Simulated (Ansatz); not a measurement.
**La2PI2: a relaxation**

Aim: a sound relaxation of La2PI2. The structure is shown as the input types it.

Program: Ansatz 0.2.0. Level of theory: DFT PBEsol, scalar-relativistic, plane waves, PAW; settings changed (as first typed). These are calculated values, not measurements.

1 further run of the same task is left out (set aside as unsound or not needed). Runs told in other sessions of the task aren't counted.

## (1) The system as given

Symmetry: P-3m1, No. 164, trigonal system. Conventional cell: a = 4.355 Å, b = 4.355 Å, c = 11.109 Å, α = 90.00°, β = 90.00°, γ = 120.00°. I (site symmetry 3m) is surrounded by 3 La at 3.30 Å. La (site symmetry 3m) is surrounded by 3 P at 2.99 Å and 3 I at 3.30 Å. P (site symmetry -3m) is surrounded by 6 La at 2.99 Å.

Structure file:

```cif
data_structure
_symmetry_space_group_name_H-M 'P 1'
_symmetry_Int_Tables_number 1
_cell_length_a 4.3550
_cell_length_b 4.3550
_cell_length_c 11.1086
_cell_angle_alpha 90.000
_cell_angle_beta 90.000
_cell_angle_gamma 120.000
_cell_volume 182.46
loop_
_atom_site_label
_atom_site_type_symbol
_atom_site_fract_x
_atom_site_fract_y
_atom_site_fract_z
_atom_site_occupancy
I1 I 0.66667 0.33333 0.66165 1
I2 I 0.33333 0.66667 0.33835 1
La1 La 0.33333 0.66667 0.85459 1
La2 La 0.66667 0.33333 0.14541 1
P1 P 0.00000 0.00000 0.00000 1
```

## (2) The calculation

input.yaml

```yaml
crystal:
  lattice:
    - [4.35500531, 0.0, 0.0]
    - [-2.17750265, 3.77154523, 0.0]
    - [0.0, 0.0, 11.10861679]
  atoms:
    - { symbol: I, position: [0.6666666667, 0.3333333333, 0.66165013] }
    - { symbol: I, position: [0.3333333333, 0.6666666667, 0.33834987] }
    - { symbol: La, position: [0.3333333333, 0.6666666667, 0.85458902] }
    - { symbol: La, position: [0.6666666667, 0.3333333333, 0.14541098] }
    - { symbol: P, position: [0.0, 0.0, 0.0] }
basis:
  ecutwfc: 420
kpoints:
  mp_grid: { grid: [9, 9, 4] }
hamiltonian:
  xc: pbesol
scf:
  occupations: { method: methfessel_paxton, width: 2.0 }
  max_iter: 50
output:
  forces: true
  eigenvalues: true
  stress: true
relax:
  adjacent_minimum: "off"
  f_tol: 0.005
  max_steps: 80
  cell: { stress_tol: 0.05 }
```

Launch:

```sh
$ ansatz run input.yaml --threads 8 --pin off --max-ram 14336MiB --backend cpu --events-out ev --progress --plain --runs-dir out
```

**Question.** How will this run end, and is anything wrong with its input?

This run ends as converged. Convergence says nothing about whether the input makes sense.

In the input, scf.occupations.method is methfessel_paxton; scf.occupations.width is 2.0. A smearing this wide moves electrons out of filled levels into empty ones.

The test: set scf.occupations.method to gaussian and scf.occupations.width to 0.05.
